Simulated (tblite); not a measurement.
# BF3H2O4Si2: the cost of one run

Computed with tblite 0.8.0 and PySCF 2.14.0; each step states its level. No surroundings beyond the atoms listed, unless a continuum is named. Atoms count from 0, parts from 1.

### 1 Starting point

12 atoms, charge 0, multiplicity 1; geometry: distance geometry start.

### 2 Relaxing the cluster with GFN2-xTB

What the job is given:

```
{"job": {"kind": "relax", "xc": "GFN2-xTB", "basis": "xTB"}, "charge": 0, "multiplicity": 1}
Si     0.406965    -0.056273    -1.592039
O      1.968425     0.773719    -1.475388
B      2.484708     1.465826    -0.269700
O      2.500770     0.670019     1.012853
O      2.085160     2.905418    -0.095604
O     -1.052452    -1.053074    -1.456839
Si    -2.164435    -1.033679    -0.093122
F     -3.595330    -0.314665    -0.525751
F     -2.458283    -2.616919     0.399179
F     -1.461701    -0.205792     1.203678
H      2.020168    -0.188593     1.142903
H      1.213349     3.223744     0.176245
```

With the program's defaults for keys left out, this is: GFN2-xTB geometry optimisation, gas phase.

On the command line:

```console
OMP_NUM_THREADS=1 python cluster_run.py task.json out
```

One launch serves the whole session: the jobs run in the order shown.

Q: Estimate the wall time of this first job on 1 thread of Intel Xeon Platinum 8488C, shared host.

About 6.6 s.
